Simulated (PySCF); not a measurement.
# [Sm(H2CO)]2+: other functionals and bases at one geometry

How far do other levels of theory move the description of [Sm(H2CO)]2+, and what does each cost? The species was built from a template and needn't be a known compound.

The runs use PySCF 2.14.0; several levels, as the steps say, no spin–orbit coupling.

1 further run of the same task is left out (for a known fault of the program).

## 1. Starting geometry

5 atoms, charge 2, spin multiplicity 1.

Bond lengths: Sm1–O2 2.361 Å, O2–C3 1.230 Å, C3–H4 1.108 Å, C3–H5 1.108 Å. Angles: Sm1–O2–C3 180.0°, O2–C3–H4 120.5°, O2–C3–H5 120.5°, H4–C3–H5 118.9°.

Geometry (Å):

```xyz
5
CH2OSm
Sm    0.00000    0.00000   -0.30052
O     0.00000    0.00000    2.06048
C     0.00000    0.00000    3.29004
H     0.95422    0.00000    3.85304
H    -0.95422    0.00000    3.85304
```

Formal oxidation states: Sm +2. Each metal's 6 4f electrons lie in its core potential, so multiplicities, spins and levels count the valence alone. An earlier session relaxed this geometry at PBE0, Sm lcecp-0-SVP with ECP52, O def2-SVP, C def2-SVP, H def2-SVP (singlet, point group C2v).

At PBE0 on the finer grid: E = -142.581583 Eh, frontier levels not given, since the 4f levels lie in the core, Mulliken charge on Sm1 +1.75 e, largest force component 0.005 eV/Å. 

Levels to run: HF; r2SCAN; PBE0, TZVP. Hardware: 2 threads of Arm Neoverse V2, shared host.

## 2. HF

The input, run.py (the lines that set the calculation):

```python
mol = gto.M(atom='''
Sm     0.00000     0.00000    -0.30052
O      0.00000     0.00000     2.06048
C      0.00000     0.00000     3.29004
H      0.95422     0.00000     3.85304
H     -0.95422     0.00000     3.85304''',
    basis={'Sm': 'lcecp-0-SVP', 'O': 'def2-SVP', 'C': 'def2-SVP', 'H': 'def2-SVP'},
    ecp={'Sm': 'lcecp-0-SVP'},
    charge=2, spin=0)
mf = scf.RHF(mol)
mf = mf.density_fit()  # fitting sets: Sm AutoAux, O def2-universal-JKFIT, C def2-universal-JKFIT, H def2-universal-JKFIT
mf.conv_tol = 1e-08; mf.max_cycle = 55
mf.kernel(dm0)  # dm0: the density of the relaxed state
```

Launch:

```sh
$ OMP_NUM_THREADS=2 python run.py
```

The program printed:

```text
init E= -141.77284819493
cycle= 1 E= -141.784940592991  delta_E= -0.0121  |g|= 0.0604  |ddm|= 0.315
cycle= 2 E= -141.785689586135  delta_E= -0.000749  |g|= 0.0259  |ddm|= 0.0622
cycle= 3 E= -141.785870239133  delta_E= -0.000181  |g|= 0.0123  |ddm|= 0.024
cycle= 4 E= -141.785909271849  delta_E= -3.9e-05  |g|= 0.00263  |ddm|= 0.0109
cycle= 5 E= -141.785913158234  delta_E= -3.89e-06  |g|= 0.00108  |ddm|= 0.00387
cycle= 6 E= -141.785914004481  delta_E= -8.46e-07  |g|= 0.000205  |ddm|= 0.00224
cycle= 7 E= -141.78591403848  delta_E= -3.4e-08  |g|= 3.96e-05  |ddm|= 0.000427
cycle= 8 E= -141.78591403974  delta_E= -1.26e-09  |g|= 6.72e-06  |ddm|= 7.89e-05
Extra cycle  E= -141.785914039763  delta_E= -2.36e-11  |g|= 2.74e-06  |ddm|= 8.6e-06
converged SCF energy = -141.785914039763
```

It took 0.9 s on 2 threads of Arm Neoverse V2, shared host.

It gives: E = -141.785914 Eh, frontier levels not given, since the 4f levels lie in the core, Mulliken charge on Sm1 +1.83 e, largest force component 1.544 eV/Å. 

## 3. r2SCAN

Edit run.py (the lines that set the calculation) of step 2 so:

```diff
@@ -9,3 +9,4 @@
     charge=2, spin=0)
-mf = scf.RHF(mol)
+mf = dft.RKS(mol, xc='R2SCAN')
+mf.grids.atom_grid = (75, 302)  # f atoms: unpruned, at least (60, 302)
 mf = mf.density_fit()  # fitting sets: Sm AutoAux, O def2-universal-JKFIT, C def2-universal-JKFIT, H def2-universal-JKFIT
```

Launch:

```sh
$ OMP_NUM_THREADS=2 python run.py
```

The program printed:

```text
init E= -142.665324184402
cycle= 1 E= -142.66570456853  delta_E= -0.00038  |g|= 0.00801  |ddm|= 0.0507
cycle= 2 E= -142.665674334727  delta_E= 3.02e-05  |g|= 0.0147  |ddm|= 0.0143
cycle= 3 E= -142.665715718503  delta_E= -4.14e-05  |g|= 0.00284  |ddm|= 0.0103
cycle= 4 E= -142.665717500222  delta_E= -1.78e-06  |g|= 0.000482  |ddm|= 0.00234
cycle= 5 E= -142.665717561455  delta_E= -6.12e-08  |g|= 7.76e-05  |ddm|= 0.000502
cycle= 6 E= -142.665717563173  delta_E= -1.72e-09  |g|= 8.7e-06  |ddm|= 8.95e-05
Extra cycle  E= -142.665717563158  delta_E= 1.48e-11  |g|= 1.33e-05  |ddm|= 1.81e-05
converged SCF energy = -142.665717563158
```

Run time: 2.7 s. Hardware: 2 threads of Arm Neoverse V2, shared host.

Read off: E = -142.665718 Eh, frontier levels not given, since the 4f levels lie in the core, Mulliken charge on Sm1 +1.75 e, largest force component 0.342 eV/Å. 

## 4. PBE0, TZVP

Basis: Sm lcecp-0-TZVP with ECP52, O def2-TZVP, C def2-TZVP, H def2-TZVP. 

The input, run.py (the lines that set the calculation):

```python
mol = gto.M(atom='''
Sm     0.00000     0.00000    -0.30052
O      0.00000     0.00000     2.06048
C      0.00000     0.00000     3.29004
H      0.95422     0.00000     3.85304
H     -0.95422     0.00000     3.85304''',
    basis={'Sm': 'lcecp-0-TZVP', 'O': 'def2-TZVP', 'C': 'def2-TZVP', 'H': 'def2-TZVP'},
    ecp={'Sm': 'lcecp-0-TZVP'},
    charge=2, spin=0)
mf = dft.RKS(mol, xc='PBE0')
mf.grids.atom_grid = (75, 302)  # f atoms: unpruned, at least (60, 302)
mf = mf.density_fit()  # fitting sets: Sm AutoAux, O def2-universal-JKFIT, C def2-universal-JKFIT, H def2-universal-JKFIT
mf.conv_tol = 1e-08; mf.max_cycle = 55
mf.kernel(dm0)  # dm0: free metal ions and neutral atoms
```

Launch:

```sh
$ OMP_NUM_THREADS=2 python run.py
```

The program printed:

```text
init E= -142.725309884601
cycle= 1 E= -142.520320344924  delta_E= 0.205  |g|= 0.978  |ddm|= 1.45
cycle= 2 E= -141.76191302459  delta_E= 0.758  |g|= 2.15  |ddm|= 1.57
cycle= 3 E= -142.712844426224  delta_E= -0.951  |g|= 0.063  |ddm|= 1.13
cycle= 4 E= -142.71360605383  delta_E= -0.000762  |g|= 0.0152  |ddm|= 0.0609
cycle= 5 E= -142.713641169616  delta_E= -3.51e-05  |g|= 0.00344  |ddm|= 0.0117
cycle= 6 E= -142.713643715158  delta_E= -2.55e-06  |g|= 0.00114  |ddm|= 0.0037
cycle= 7 E= -142.713643979825  delta_E= -2.65e-07  |g|= 0.000214  |ddm|= 0.000822
cycle= 8 E= -142.713643990007  delta_E= -1.02e-08  |g|= 5.62e-05  |ddm|= 0.000185
cycle= 9 E= -142.71364399071  delta_E= -7.02e-10  |g|= 8.44e-06  |ddm|= 5.23e-05
Extra cycle  E= -142.713643990679  delta_E= 3.02e-11  |g|= 1.55e-05  |ddm|= 1.15e-05
converged SCF energy = -142.713643990679
```

Wall time 4.9 s (2 threads of Arm Neoverse V2, shared host).

Result: E = -142.713644 Eh, frontier levels not given, since the 4f levels lie in the core, Mulliken charge on Sm1 +1.83 e, largest force component 0.276 eV/Å. 

## 5. Results

| level | state | charge on Sm1 (e) | dipole (D) | largest force (eV/Å) | basis functions | time |
| --- | --- | --- | --- | --- | --- | --- |
| PBE0 (relaxed here) | singlet | 1.75 | 2.08 | 0.01 | 69 | 3.8 s |
| HF | singlet | 1.83 | 2.15 | 1.54 | 69 | 0.9 s |
| r2SCAN | singlet | 1.75 | 2.06 | 0.34 | 69 | 2.7 s |
| PBE0, TZVP | singlet | 1.83 | 2.13 | 0.28 | 121 | 4.9 s |

Times are on 2 threads of Arm Neoverse V2, shared host; the first row also made further properties. The dipole of a charged species depends on the origin, so these sizes hold for this origin alone.

The largest leftover force, 1.54 eV/Å with HF, stands at a geometry relaxed at another level. The Mulliken charge on Sm spans +1.75 to +1.83 e over the levels. With 4f in the core, its levels are missing from HOMO and gap. Total energies of different levels can't be compared. Spin–orbit coupling is left out throughout.
